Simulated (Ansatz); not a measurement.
# AlClH7NSi2: the cost of one run

All numbers below are computed with Ansatz 0.2.0 (RKS PBE-D4/6-31G*).

## 1. The structure to begin with

Bond lengths: N1–Al2 1.842 Å, Al2–Si3 2.341 Å, Si3–Si4 2.191 Å, Si4–Cl5 2.130 Å, N1–H6 1.081 Å, N1–H7 1.046 Å, Al2–H8 1.578 Å, Si3–H9 1.506 Å, Si3–H10 1.485 Å, Si4–H11 1.526 Å, Si4–H12 1.415 Å. Angles (14 of 18 angles, heavy atoms first): N1–Al2–Si3 118.9°, Al2–Si3–Si4 112.0°, Si3–Si4–Cl5 108.7°, N1–Al2–H8 121.4°, Si3–Al2–H8 119.7°, Al2–N1–H6 110.6°, Al2–N1–H7 109.6°, Al2–Si3–H9 108.5°, Al2–Si3–H10 109.5°, Si4–Si3–H9 110.6°, Si4–Si3–H10 109.7°, Si3–Si4–H11 107.4°, Si3–Si4–H12 112.8°, Cl5–Si4–H11 105.7°.

Coordinates:

```xyz
12

N    -1.9347    1.2721    1.1355
Al   -0.6277    0.0862    1.6639
Si    1.2469   -0.2161    0.2944
Si    0.6952   -0.8883   -1.7164
Cl   -0.6073    0.5551   -2.5871
H    -1.5187    2.2601    0.9998
H    -2.2787    1.0129    0.1827
H    -0.7464   -0.7215    3.0140
H     2.1636   -1.2131    0.9522
H     2.0047    1.0577    0.2048
H    -0.1386   -2.1567   -1.5607
H     1.8188   -1.1036   -2.5491
```

## 2. End point A

Input file input.yaml:

```yaml
crystal:
  periodic: [false, false, false]
  atoms:
    - { symbol: "N", position_ang: [-1.9347, 1.2721, 1.1355] }
    - { symbol: Al, position_ang: [-0.6277, 0.0862, 1.6639] }
    - { symbol: Si, position_ang: [1.2469, -0.2161, 0.2944] }
    - { symbol: Si, position_ang: [0.6952, -0.8883, -1.7164] }
    - { symbol: Cl, position_ang: [-0.6073, 0.5551, -2.5871] }
    - { symbol: H, position_ang: [-1.5187, 2.2601, 0.9998] }
    - { symbol: H, position_ang: [-2.2787, 1.0129, 0.1827] }
    - { symbol: H, position_ang: [-0.7464, -0.7215, 3.014] }
    - { symbol: H, position_ang: [2.1636, -1.2131, 0.9522] }
    - { symbol: H, position_ang: [2.0047, 1.0577, 0.2048] }
    - { symbol: H, position_ang: [-0.1386, -2.1567, -1.5607] }
    - { symbol: H, position_ang: [1.8188, -1.1036, -2.5491] }
basis:
  gaussian: { orbitals: "6-31G*" }
hamiltonian:
  xc: pbe
  dispersion: d4
relax:
  f_tol: 0.02
  max_steps: 50
```

Launch:

```console
$ ansatz run input.yaml --threads 2 --pin off --max-ram 3072MiB --backend cpu --events-out ev --progress --plain --runs-dir out
```

What time and memory should one allow on 2 threads of Intel Xeon Platinum 8488C (Sapphire Rapids), shared host?

About 43 s, with a peak of 0.18 GiB.
